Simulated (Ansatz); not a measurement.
The system is GdO.

```
Gd O
1.0
     0.00000    2.70000    2.70000
     2.70000    0.00000    2.70000
     2.70000    2.70000    0.00000
Gd O
1 1
Cartesian
  0.0000 0.0000 0.0000
  1.3500 1.3500 1.3500
```

The cell comes from a database or a generator and needn't be the stable form of this composition.

- Program: Ansatz 0.2.0
- Task: relaxation of cell and atoms
- Functional: HSE06
- Potentials or basis: Ansatz PAW
- Cutoff: 420 eV (not typed: the program's choice for these potentials)
- k mesh: 5 × 5 × 5
- Occupations: fermi-dirac, width 0.05 eV
- Spin: collinear spin, ferromagnetic start
- Starting moments: [7.0, 0.0] μB

At the start: volume 19.68 Å³/atom.

How do energy, volume and symmetry change on relaxing?

It ends after 7 steps and the volume is 19.26 Å³/atom (-2.1 %); space group F-43m (No. 216, to 0.05 Å); moment 7.98 μB per cell.

Step by step:
```csv
step,energy change (eV),largest force (eV/Å),volume (Å³)
1,0.0000,0.0000,39.37
2,-0.0048,0.0000,37.96
3,-0.0070,0.0000,38.57
4,-0.0070,0.0000,38.55
5,-0.0060,0.0000,38.55
6,-0.0061,0.0000,38.53
7,-0.0061,0.0000,38.53
```

Final structure:
```yaml
crystal:
  lattice:
    - [0.00000, 2.68074, 2.68074]
    - [2.68074, 0.00000, 2.68074]
    - [2.68074, 2.68074, 0.00000]
  atoms:
    - { symbol: Gd, position: [0.00000, 0.00000, 0.00000] }
    - { symbol: O, position: [0.25000, 0.25000, 0.25000] }
```

Caveat: the k mesh is coarse (spacing up to 0.40 Å⁻¹), so the values aren't converged, least of all with exact exchange; the magnetic or orbital state may not be the lowest; the plane-wave basis is chosen anew once the cell has moved, so the energies of steps on either side of that aren't comparable; a cell with one magnetic atom can't hold antiferromagnetic order, which such compounds often take; the PAW data sets come from PBE, with cores solved anew for the run's functional, which leaves a small shift of forces and pressure.
